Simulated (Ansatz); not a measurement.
# Ti5W: properties of a relaxed candidate

This session takes a relaxed cell of Ti5W and sets out to see whether it has a gap, which orbitals make up the states near it and how charge is shared.

Computed with Ansatz 0.2.0 (DFT PBE, scalar-relativistic, plane waves, PAW, unless a step's input says otherwise).

1 further run of the same task is left out (set aside as unsound or not needed). Runs told in other sessions of the task aren't counted.

## Step 1: Starting point

It takes space group P4/mmm (No. 123, tetragonal). Conventional cell: a = 2.742 Å, b = 2.742 Å, c = 13.529 Å, α = 90.00°, β = 90.00°, γ = 90.00°. Ti (site symmetry 4mm) is surrounded by 12 Ti at 2.74 to 2.98 Å. Around Ti (site symmetry 4mm) lie 8 Ti at 2.74 to 2.98 Å and 4 W at 2.99 Å. Ti (site symmetry 4/mmm) is surrounded by 12 Ti at 2.74 to 2.95 Å. W (site symmetry 4/mmm) has 4 W at 2.74 Å and 8 Ti at 2.99 Å in its first shell of neighbours.

As a file:

```cif
data_structure
_symmetry_space_group_name_H-M 'P4/mmm'
_symmetry_Int_Tables_number 123
_cell_length_a 2.7420
_cell_length_b 2.7420
_cell_length_c 13.5286
_cell_angle_alpha 90.000
_cell_angle_beta 90.000
_cell_angle_gamma 90.000
_cell_volume 101.72
loop_
_atom_site_label
_atom_site_type_symbol
_atom_site_symmetry_multiplicity
_atom_site_Wyckoff_symbol
_atom_site_fract_x
_atom_site_fract_y
_atom_site_fract_z
_atom_site_occupancy
Ti1 Ti 2 g 0.00000 0.00000 0.66468 1
Ti2 Ti 2 h 0.50000 0.50000 0.83199 1
Ti3 Ti 1 d 0.50000 0.50000 0.50000 1
W1 W 1 a 0.00000 0.00000 0.00000 1
```

It is the end of an earlier relaxation with the same method, from a generated guess; it is a trial structure. At a tolerance of 0.05 Å it has space group P4/mmm (No. 123); it has 16.95 Å³/atom, an uncorrected energy of +0.12 eV/atom over the elements.

## Step 2: Bands, states and charges

Input file input.yaml:

```yaml
crystal:
  lattice:
    - [2.7420050805, 0.0, 0.0]
    - [0.0, 2.7420050805, 0.0]
    - [0.0, 0.0, 13.528615601]
  atoms:
    - { symbol: Ti, position: [0.0, 0.0, 0.6646819676] }
    - { symbol: Ti, position: [0.5, 0.5, 0.8319884448] }
    - { symbol: Ti, position: [0.5, 0.5, 0.1680115552] }
    - { symbol: Ti, position: [0.0, 0.0, 0.3353180324] }
    - { symbol: Ti, position: [0.5, 0.5, 0.5] }
    - { symbol: W, position: [0.0, 0.0, 0.0] }
basis:
  ecutwfc: 420
kpoints:
  mp_grid: { grid: [14, 14, 4] }
  band_path:
    path:
      - [[0.0, 0.0, 0.0], [0.0, 0.5, 0.0], [0.5, 0.5, 0.0], [0.0, 0.0, 0.0], [0.0, 0.0, 0.5], [0.0, 0.5, 0.5], [0.5, 0.5, 0.5], [0.0, 0.0, 0.5]]
      - [[0.0, 0.5, 0.0], [0.0, 0.5, 0.5]]
      - [[0.5, 0.5, 0.0], [0.5, 0.5, 0.5]]
    npoints: 14
hamiltonian:
  xc: pbe
scf:
  occupations: { method: gaussian, width: 0.1 }
  n_extra_bands: 15
output:
  forces: true
  stress: true
  eigenvalues: true
  populations: true
  dos: { projected: true, de: 0.02, nscf_kmesh: { grid: [17, 17, 5] } }
  bader: true
  write_density: true
  write_potential: true
  elf: true
  volumetric_format: npy
```

Run with:

```bash
> ansatz run input.yaml --threads 1 --pin off --max-ram 2560MiB --backend cpu --events-out ev --progress --plain --runs-dir out
```

**Question.** What will these runs give? Wanted: gap; states at the Fermi level; Bader charges.

As calculated:

| quantity | value |
| --- | --- |
| gap | none (metal) |
| states at the Fermi level | 11.52 per eV per cell |
| Bader charges | Ti -0.01 to +0.48, W -0.94 e |

In words: Bands cross the Fermi level: a metal at this level of theory. Of the projected weight within 0.25 eV of the Fermi level, the largest part is Ti 3d (86 %). Bader charges go up to 0.9 e. Spin-orbit coupling is left out, which matters for the bands of W.
